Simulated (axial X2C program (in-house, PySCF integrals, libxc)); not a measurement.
**CuBr⁺: Ω levels from open-shell CI on d9 s0 p(π)0**

Which Ω levels does CuBr⁺ have in the configuration d9 s0 p(π)0, and how far apart?

Computed with an in-house X2C program for linear molecules on PySCF integrals. Level: two-component X2C, average-of-configuration Hartree–Fock and CI in the open shells.

All values are calculated.

## Step 1: Input

task.json reads:

```json
{
 "zs": [
  29,
  35
 ],
 "q": 1,
 "bas": [
  "dyall-v3z",
  "dyall-v3z"
 ],
 "r0": 2.26,
 "metal": 0,
 "shells": [
  [
   2,
   [
    0,
    1,
    2
   ],
   9
  ],
  [
   0,
   [
    0
   ],
   0
  ],
  [
   1,
   [
    1
   ],
   0
  ]
 ],
 "fix": 0,
 "emax": 3.2,
 "nroots": 4
}
```

Keys: zs atomic numbers; q charge; bas basis sets; r0 starting distance in Å; metal index of the metal atom; shells open shells as [l, |m| values, electrons]; fix electron count of the first shell held; emax energy window in eV; nroots roots for each Ω.

The run is started by

```sh
> python soci.py task.json out
```

Two-component X2C with atomic mean-field Coulomb and Gaunt terms, basis Cu dyall-v3z, Br dyall-v3z (cores contracted in-house). Orbitals come from Hartree–Fock averaged over the configuration Cu d9 s0 p(π)0; CI then distributes these electrons over the d, s, p(π) shells of Cu.

## Step 2: CI at R = 2.214 Å

What does the calculation give? Wanted: lowest level of the model; next level; lowest curve, Re and ωe.

**Answer**, as computed:

```
                 quantity                        value
lowest level of the model  Ω = 1/2, g∥ = 1.58, 100% d9
               next level     Ω = 3/2, 678 cm⁻¹ higher
  lowest curve, Re and ωe          2.211 Å, 359.1 cm⁻¹
```

In the lowest level ⟨Sz⟩ = 0.29 and ⟨Lz⟩ = 0.21; its leading determinant has weight 0.94 among 1593. From 2.214 to 2.491 Å the gap from the lowest to the fifth level goes from 3685 to 3357 cm⁻¹. Without dynamic correlation distances can be off by several hundredths of an Å, and the wavenumbers are rough. There is no dynamic correlation: spin–orbit spacings and, for f shells, spacings inside one term are the most reliable numbers, splittings between terms come out too wide, and energies between configurations are not reliable, so the lowest level need not be the ground state of the molecule. For d shells the ligand-field splittings (σ, π, δ) and their order can be off by a thousand cm⁻¹ or more. At most 4 roots were kept for each Ω > 0 (twice that for Ω = 0) within 3.2 eV of the lowest, so higher up levels can be missing between those listed; levels with Ω > 0 are doubly degenerate and listed once, Ω = 0 levels singly. Some active spinors are only partly of the character that their shell is named for, so the shell names and counts are nominal. States that fill the shells left empty in the average are placed too high.
